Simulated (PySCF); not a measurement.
# Magnesium: the same states on changed settings

An exercise on one series of results from a longer session: the logs are not shown, and one member is left open.

Method: unrestricted determinants in a Gaussian basis, no spin-orbit coupling in the energies. Code: PySCF 2.14.0.

### What is computed

| Quantity | Value |
| --- | --- |
| Element | magnesium (Z = 12) |
| Basis | STO-3G (3s2p, 9 functions) |
| Hamiltonian | no relativity, point nucleus |
| State 1 | Mg: [Ne] 3s2, closed-shell 1S |
| State 2 | Mg⁺: [Ne] 3s1, 2S determinant |
| Methods | UHF, PBE0, PBE, MP2, CCSD(T) |
| Core shells frozen in the correlated runs | valence: [Ne] (for Mg) |

The outer shells:

Mg [Ne] 3s2
```
[Ne] core
3s [↑↓]
```

Mg+ [Ne] 3s1
```
[Ne] core
3s [↑ ]
```

The sound run (aug-cc-pVDZ, the non-relativistic Hamiltonian (point nucleus), symmetry-adapted start, fine grid, valence correlation) gave:

```
species             method  energy (hartree)
     Mg                UHF        -199.60834
     Mg               PBE0        -199.96111
     Mg                PBE        -199.94234
     Mg      MP2 (valence)        -199.63003
     Mg  CCSD(T) (valence)        -199.64129
    Mg⁺                UHF        -199.36492
    Mg⁺               PBE0        -199.68267
    Mg⁺                PBE        -199.66122
```

The runs were made by one driver on top of PySCF. The scripts below sum up each run's settings (the driver also hands on starting orbitals that pick excited configurations, and frozen orbitals as a list rather than a count), and the logs come from the driver's own runs. The driver starts from symmetry-adapted Hartree-Fock orbitals, holds the occupation by maximum overlap and uses a logarithmic radial grid for functionals, so a plain start would take other cycles.

Set-up of the first run:

It was started by

```sh
OMP_NUM_THREADS=1 python atomrun2.py TASK.json OUT
```

Input file input.py:

```python
from pyscf import gto, scf, dft, mp, cc
import basis_set_exchange as bse
mol = gto.M(atom="Mg 0 0 0", charge=0, spin=0, symmetry="D2h",
            basis=gto.basis.parse(bse.get_basis("STO-3G", elements=["Mg"], fmt="nwchem", header=False)))
mf = scf.UHF(mol)
mf.irrep_nelec = {'Ag': (3, 3), 'B1u': (1, 1), 'B2u': (1, 1), 'B3u': (1, 1)}
mf.kernel()
```

Among the steps run: Changed run, Mg; Changed run, Mg⁺.

One of the session's tables, all rows but one given; the rest of the session is left out.

Ionisation energy of Mg:

| method | sound run (eV) |
| --- | --- |
| UHF | 6.624 |
| PBE0 | ? |
| PBE | 7.650 |
| MP2 | 7.214 |
| SCS-MP2 | 7.332 |
| CCSD | 7.520 |
| CCSD(T) | 7.520 |
| CCSDT | 7.520 |
| FCI | 7.520 |

Estimate the missing values for PBE0.

**Answer.** sound run (eV): 7.577. In the column «sound run (eV)» it lies between FCI (7.520) and PBE (7.650).
